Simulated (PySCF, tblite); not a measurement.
**C6H9O radical: geometry, infrared bands and EPR parameters**

Aim: predict the infrared bands and EPR parameters of C6H9O radical (`C=C[C@@H]1[CH][C@H]1OC`).

Computed with tblite 0.8.0 and PySCF 2.14.0, with density-fitted response routines of our own, on a single molecule in the gas phase. Atoms are numbered from 0 throughout.

**1. The starting structure**

16 atoms, charge 0, multiplicity 2; geometry from: force field or distance geometry start.

Bonds of the start (Å): C0–C1 1.36, C1–C2 1.46, C2–C3 1.44, C3–C4 1.44, C4–O5 1.44, O5–C6 1.42, C4–C2 1.52, C0–H7 1.08, C0–H8 1.08, C1–H9 1.07, C2–H10 1.08, C3–H11 1.10, C4–H12 1.08, C6–H13 1.09, C6–H14 1.10, C6–H15 1.08.

**2. Optimising the geometry with GFN2-xTB**

What the job is given:

```
{"job": {"kind": "relax", "xc": "GFN2-xTB", "basis": "xTB"}, "charge": 0, "multiplicity": 2}
C      2.944600     0.068800    -0.267900
C      1.619800     0.288600    -0.452700
C      0.558100    -0.277500     0.380300
C      0.190200    -1.648700     0.133400
C     -0.765300    -0.647700    -0.261900
O     -1.954500    -0.370400     0.506000
C     -2.517400     0.900800     0.203600
H      3.306200    -0.566200     0.532800
H      3.673900     0.529600    -0.919500
H      1.321000     0.942400    -1.251800
H      0.529600     0.043500     1.411500
H     -0.022900    -2.359000     0.941700
H     -0.863600    -0.576300    -1.339200
H     -3.394700     1.040100     0.836000
H     -1.803600     1.705100     0.419000
H     -2.829000     0.935800    -0.829500
```

Launch:

```
OMP_NUM_THREADS=1 python probes_run.py task.json out
```

This one command runs all jobs of the session in turn.

Log:

```text
step      E/eV     max force
  0    -580.25025    2.974
  1    -580.37310    1.945
  2    -580.43318    0.868
  3    -580.47072    0.731
  4    -580.50267    0.619
  5    -580.51790    0.328
  6    -580.52525    0.242
  7    -580.53027    0.179
  8    -580.53429    0.152
  9    -580.53664    0.107
 10    -580.53818    0.089
 11    -580.53947    0.114
 12    -580.54080    0.098
 13    -580.54192    0.084
 14    -580.54272    0.077
 15    -580.54340    0.077
 16    -580.54409    0.066
 17    -580.54466    0.061
 18    -580.54508    0.043
 19    -580.54544    0.047
 20    -580.54590    0.067
 21    -580.54655    0.082
 22    -580.54734    0.090
 23    -580.54814    0.085
 24    -580.54896    0.073
 25    -580.54993    0.098
 26    -580.55098    0.096
 27    -580.55198    0.090
 28    -580.55295    0.068
 29    -580.55418    0.115
 30    -580.55616    0.159
 31    -580.55906    0.165
 32    -580.56215    0.156
 33    -580.56517    0.173
 34    -580.56871    0.182
 35    -580.57235    0.250
 36    -580.57666    0.302
 37    -580.58307    0.191
 38    -580.58923    0.159
 39    -580.59161    0.134
 40    -580.59694    0.182
 41    -580.60191    0.201
 42    -580.60599    0.295
 43    -580.61243    0.191
 44    -580.61728    0.156
 45    -580.62344    0.196
 46    -580.62780    0.202
 47    -580.63393    0.253
 48    -580.63729    0.186
 49    -580.64027    0.157
 50    -580.64253    0.123
 51    -580.64571    0.106
 52    -580.65002    0.144
 53    -580.65381    0.166
 54    -580.65557    0.138
 55    -580.65708    0.123
 56    -580.65875    0.103
 57    -580.66043    0.117
 58    -580.66183    0.078
 59    -580.66281    0.081
 60    -580.66384    0.105
 61    -580.66557    0.127
 62    -580.66791    0.129
 63    -580.67073    0.131
 64    -580.67362    0.125
 65    -580.67620    0.120
 66    -580.67783    0.095
 67    -580.67875    0.094
 68    -580.67968    0.124
 69    -580.68100    0.100
 70    -580.68301    0.113
 71    -580.68498    0.129
 72    -580.68619    0.102
 73    -580.68771    0.114
 74    -580.68933    0.114
 75    -580.69124    0.100
 76    -580.69255    0.121
 77    -580.69380    0.180
 78    -580.69486    0.122
 79    -580.69674    0.064
 80    -580.69732    0.056
 81    -580.69795    0.050
 82    -580.69826    0.051
 83    -580.69870    0.053
 84    -580.69943    0.071
 85    -580.70055    0.075
 86    -580.70181    0.096
 87    -580.70295    0.071
 88    -580.70383    0.064
 89    -580.70448    0.089
 90    -580.70504    0.106
 91    -580.70560    0.078
 92    -580.70622    0.053
 93    -580.70656    0.050
 94    -580.70699    0.050
 95    -580.70746    0.076
 96    -580.70819    0.091
 97    -580.70910    0.078
 98    -580.70984    0.081
 99    -580.71022    0.049
100    -580.71044    0.055
101    -580.71067    0.038
102    -580.71102    0.032
103    -580.71117    0.023
104    -580.71123    0.017
105    -580.71127    0.015
106    -580.71130    0.012
107    -580.71133    0.015
108    -580.71136    0.017
109    -580.71138    0.016
110    -580.71141    0.018
111    -580.71143    0.016
112    -580.71147    0.017
113    -580.71150    0.014
114    -580.71156    0.019
115    -580.71163    0.021
116    -580.71173    0.025
117    -580.71187    0.033
118    -580.71206    0.036
119    -580.71232    0.047
120    -580.71261    0.049
121    -580.71282    0.036
122    -580.71292    0.024
123    -580.71297    0.019
124    -580.71302    0.015
125    -580.71307    0.017
126    -580.71312    0.021
127    -580.71317    0.020
128    -580.71321    0.021
129    -580.71327    0.023
130    -580.71333    0.024
131    -580.71338    0.016
132    -580.71342    0.021
133    -580.71346    0.018
134    -580.71352    0.017
135    -580.71357    0.016
136    -580.71362    0.015
137    -580.71365    0.013
138    -580.71368    0.016
139    -580.71372    0.020
140    -580.71378    0.018
141    -580.71384    0.024
142    -580.71389    0.019
143    -580.71391    0.015
144    -580.71393    0.010
```

Wall time 0.75 s (1 thread of Arm Neoverse V1, shared host).

Along the way: (not every step is listed)

| step | energy from step 0 (eV) | largest force (eV/Å) |
| --- | --- | --- |
| 0 | 0.0000 | 2.9739 |
| 1 | -0.1228 | 1.9449 |
| 2 | -0.1829 | 0.8679 |
| 3 | -0.2205 | 0.7310 |
| 4 | -0.2524 | 0.6192 |
| 5 | -0.2677 | 0.3284 |
| 6 | -0.2750 | 0.2416 |
| 7 | -0.2800 | 0.1786 |
| 8 | -0.2840 | 0.1523 |
| 21 | -0.2963 | 0.0824 |
| 34 | -0.3185 | 0.1817 |
| 47 | -0.3837 | 0.2532 |
| 60 | -0.4136 | 0.1047 |
| 73 | -0.4375 | 0.1145 |
| 86 | -0.4516 | 0.0958 |
| 99 | -0.4600 | 0.0492 |
| 112 | -0.4612 | 0.0169 |
| 125 | -0.4628 | 0.0175 |
| 138 | -0.4634 | 0.0164 |
| 139 | -0.4635 | 0.0199 |
| 140 | -0.4635 | 0.0178 |
| 141 | -0.4636 | 0.0239 |
| 142 | -0.4636 | 0.0194 |
| 143 | -0.4637 | 0.0151 |
| 144 | -0.4637 | 0.0104 |

Distances of close pairs at the start and the end, largest changes first:

| bond | before (Å) | after (Å) | change (Å) |
| --- | --- | --- | --- |
| C4–O5 | 1.442 | 1.387 | -0.055 |
| C2–C4 | 1.517 | 1.564 | +0.047 |
| C2–C3 | 1.441 | 1.475 | +0.034 |
| C0–C1 | 1.356 | 1.325 | -0.030 |
| C3–H11 | 1.097 | 1.072 | -0.025 |
| C6–H15 | 1.080 | 1.096 | +0.017 |
| O5–C6 | 1.423 | 1.409 | -0.013 |
| C2–H10 | 1.080 | 1.089 | +0.009 |

The end geometry stands in the next job.

**3. Vibrational analysis with GFN2-xTB**

What the job is given:

```
{"job": {"kind": "ir", "xc": "GFN2-xTB", "basis": "xTB"}, "charge": 0, "multiplicity": 2}
C      2.669590     0.609929    -0.160848
C      1.676599    -0.160117    -0.581845
C      0.630198    -0.699725     0.290217
C     -0.125691    -1.932301    -0.003466
C     -0.821407    -0.696555    -0.290984
O     -1.909149    -0.310531     0.478348
C     -2.270645     1.041916     0.314608
H      2.774849     0.884509     0.875795
H      3.419912     0.985270    -0.834456
H      1.591198    -0.421773    -1.628322
H      0.770939    -0.459924     1.343155
H     -0.415632    -2.672140     0.715752
H     -0.866567    -0.335956    -1.319159
H     -3.137600     1.207340     0.950962
H     -1.458441     1.711521     0.619460
H     -2.535752     1.257479    -0.727287
```

Log:

```text
mode    cm-1     km/mol
  1      63.4      2.70
  2     100.5      2.48
  3     146.3      0.74
  4     176.8      0.45
  5     246.1      4.20
  6     326.5     10.66
  7     395.8     10.76
  8     444.3      1.90
  9     465.2     12.24
 10     632.4     23.75
 11     713.2     46.15
 12     812.8     20.35
 13     873.3     13.15
 14     885.0      4.61
 15     914.9     75.19
 16     974.8      6.62
 17     998.0      7.94
 18    1026.0      5.32
 19    1035.9     14.42
 20    1061.9    101.10
 21    1129.5      6.39
 22    1132.2     23.41
 23    1161.2     13.05
 24    1184.7     55.78
 25    1216.2      2.15
 26    1258.8      4.46
 27    1301.4      9.72
 28    1396.1     20.62
 29    1404.7      3.15
 30    1425.5     42.06
 31    1467.0      7.68
 32    1483.9      4.25
 33    1679.1     22.91
 34    2910.2     48.32
 35    2926.3     17.10
 36    2930.7     50.56
 37    2966.1     33.06
 38    3029.3     15.28
 39    3060.5     31.96
 40    3102.7     20.14
 41    3133.1     41.16
 42    3135.6     43.32
```

Wall time 0.41 s (1 thread of Arm Neoverse V1, shared host).

Which atoms move in the most intense modes:

| cm⁻¹ | km/mol | atoms |
| --- | --- | --- |
| 713 | 46.1 | H11 29 %, C3 24 %, C4 21 % |
| 915 | 75.2 | C4 21 %, O5 13 %, C2 12 %, H10 12 % |
| 1062 | 101.1 | O5 37 %, C6 29 %, C3 11 % |
| 1185 | 55.8 | C4 24 %, O5 20 %, C2 15 % |
| 1426 | 42.1 | C2 19 %, C4 18 %, H8 17 %, H7 15 % |
| 2910 | 48.3 | H15 60 %, H14 32 % |
| 2931 | 50.6 | H14 54 %, H15 30 %, H12 11 % |
| 3136 | 43.3 | H11 92 % |

**4. g tensor and hyperfine couplings: B3LYP/pcH-1**

Same as in step 3 but for these lines:

```diff
@@ -1,2 +1,2 @@
-{"job": {"kind": "ir", "xc": "GFN2-xTB", "basis": "xTB"}, "charge": 0, "multiplicity": 2}
+{"job": {"kind": "epr", "basis": "pcH-1"}, "charge": 0, "multiplicity": 2}
 C      2.669590     0.609929    -0.160848
```

Level: UKS B3LYP, pcH-1 on C H O, non-relativistic, mean-field spin-orbit, GIAO.

Log:

```text
UKS, coarse grid
  cycle   1  E = -309.06963140  |g| = 4.46e-01
  cycle   2  E = -308.99544154  |g| = 6.51e-01
  cycle   3  E = -309.14907391  |g| = 9.44e-02
  cycle   4  E = -309.15239758  |g| = 3.25e-02
  cycle   5  E = -309.15297647  |g| = 1.07e-02
  cycle   6  E = -309.15303931  |g| = 5.18e-03
  cycle   7  E = -309.15306014  |g| = 2.08e-03
  cycle   8  E = -309.15306340  |g| = 1.32e-03
  cycle   9  E = -309.15306527  |g| = 2.31e-04
UKS, final grid
  cycle   1  E = -309.15306184  |g| = 2.36e-04
  cycle   2  E = -309.15306183  |g| = 3.50e-04
  cycle   3  E = -309.15306190  |g| = 6.62e-05
  cycle   4  E = -309.15306190  |g| = 4.60e-05
  cycle   5  E = -309.15306191  |g| = 2.18e-05
E = -309.15306191 Eh   <S^2> = 0.7531 (exact 0.7500)
g shifts (ppm)      1          2          3
  rmc          -152       -152       -152
  gc             38         12        -14
  oz_so         -29        575       1028
  total        -143        434        862
hyperfine (MHz)  atom isotope    a_iso     a_fc   dipolar eigenvalues
    0   13C       1.09       1.09     -1.83     -1.23      3.06
    1   13C      41.55      41.55     -4.15     -3.10      7.25
    2   13C     -16.64     -16.64     -9.31     -4.84     14.15
    3   13C     286.47     286.47    -70.26    -68.48    138.74
    4   13C      -9.20      -9.20     -5.69     -0.11      5.79
    5   17O     -24.45     -24.45     -6.33      2.16      4.16
    6   13C       4.47       4.47     -1.14     -0.99      2.13
    7    1H      -0.97      -0.97     -1.43     -0.82      2.25
    8    1H       0.69       0.69     -1.48     -0.57      2.05
    9    1H      -1.74      -1.74     -4.38     -2.21      6.59
   10    1H      46.53      46.53     -7.50     -1.36      8.86
   11    1H     -19.80     -19.80    -31.60     -4.33     35.93
   12    1H      72.63      72.63     -6.78     -3.13      9.92
   13    1H       0.92       0.92     -1.14     -0.78      1.92
   14    1H      -0.81      -0.81     -1.63     -0.89      2.52
   15    1H      -1.00      -1.00     -1.51     -0.84      2.34
```

Wall time 59 s (1 thread of Arm Neoverse V1, shared host); peak memory 0.96 GiB.

Principal g values 2.00218, 2.00275, 2.00318; g(iso) = 2.00270, against 2.00232 for a free electron.

Hyperfine couplings; where a row names several nuclei, a(iso) is their mean (it holds for fast rotation or exchange) and the dipolar term the largest among them:

| nuclei | isotope | a(iso) (MHz) | a(iso) (G, at g = 2.0023) | largest dipolar term (MHz) |
| --- | --- | --- | --- | --- |
| C3 | 13C | 286.5 | 102.2 | 138.7 |
| H12 | 1H | 72.6 | 25.9 | 9.9 |
| H10 | 1H | 46.5 | 16.6 | 8.9 |
| C1 | 13C | 41.5 | 14.8 | 7.2 |
| O5 | 17O | -24.4 | -8.7 | -6.3 |
| H11 | 1H | -19.8 | -7.1 | 35.9 |
| C2 | 13C | -16.6 | -5.9 | 14.2 |
| C4 | 13C | -9.2 | -3.3 | 5.8 |
| C6 | 13C | 4.5 | 1.6 | 2.1 |
| H9 | 1H | -1.7 | -0.6 | 6.6 |
| C0 | 13C | 1.1 | 0.4 | 3.1 |
| H7 | 1H | -1.0 | -0.3 | 2.3 |
| H8 | 1H | 0.7 | 0.2 | 2.0 |
| H13, H14, H15 | 1H | -0.3 | -0.1 | 2.5 |

Mulliken spin populations:

C0 0.01; C1 0.02; C2 0.03; C3 0.91; C4 -0.02; O5 0.01; C6 0.01; H7 0.00; H8 0.00; H9 0.00; H10 0.02; H11 -0.02; H12 0.03; H13 0.00; H14 0.00; H15 0.00

In first order the couplings over 0.8 MHz of 1H give 32 distinct lines over 50.5 G, if the averaged nuclei exchange fast.

Orbitals, density, ELF and potential are computed afterwards from the orbital file.

ELF in a plane through or near 7 of the atoms.

Ten even steps from '0' (0.00) to '9' (1.00):
```
0000000000000000000000000000
0000000000000000000000000000
0000000000000011000000000000
0000000000002688500000000000
0000000000015999810000000000
0000000000136999610000000000
0000000000257346200110000000
0000001111478754126751000000
0000035644635364576871000000
0000146775773674572730000000
0000135676455541158647861000
0000256116510100154089993000
0000467566520003999679982000
0000244344320007999624420000
0000000011100003897100000000
0000000000000000010000000000
0000000000000000000000000000
0000000000000000000000000000
0000000000000000000000000000
0000000000000000000000000000
```
The map spans 12.0 Å across and 10.6 Å up, centred on the molecule. Atoms in the plane (x, y in Å): C0 (-2.6, -0.8), C2 (-0.6, 0.7), O5 (1.9, 0.5), C6 (2.4, -0.9), H11 (0.3, 2.7), H13 (3.3, -0.9), H14 (1.6, -1.6).

On the surface of density 0.002 e/bohr³ the electrostatic potential runs, from the 1st to the 99th percentile, from -1.30 V near O5 to 0.86 V near H12.

The spin density lies nearest to C3 69 %; H11 8 %.

**5. Results**

| quantity | value |
| --- | --- |
| strongest single infrared mode (GFN2-xTB) | 1062 cm⁻¹, 101 km/mol |
| zero-point energy (GFN2-xTB) | 81.1 kcal/mol |
| g(iso) (B3LYP) | 2.00270 |
| ⟨S²⟩ | 0.753 (exact 0.75) |
| largest a(iso) (averaged by class) | 13C on C3, 286.5 MHz |
| surface potential, 1st and 99th percentile | -1.30 V and 0.86 V |

**Reading.** Relaxing lowered the energy by 0.464 eV in 144 steps; the close pair that moved most is C4–O5, from 1.442 to 1.387 Å. No mode is imaginary among the 42: a minimum at this level. The strongest single mode, at 1062 cm⁻¹, is carried by O5, C6, C3. GFN2-xTB is a fitted tight-binding method: band positions and strengths are rough. Its intensities can rank the bands wrongly. Most of the unpaired spin sits on C3 (0.91 e). The isotropic g lies 0.4 ppt above the free-electron value.
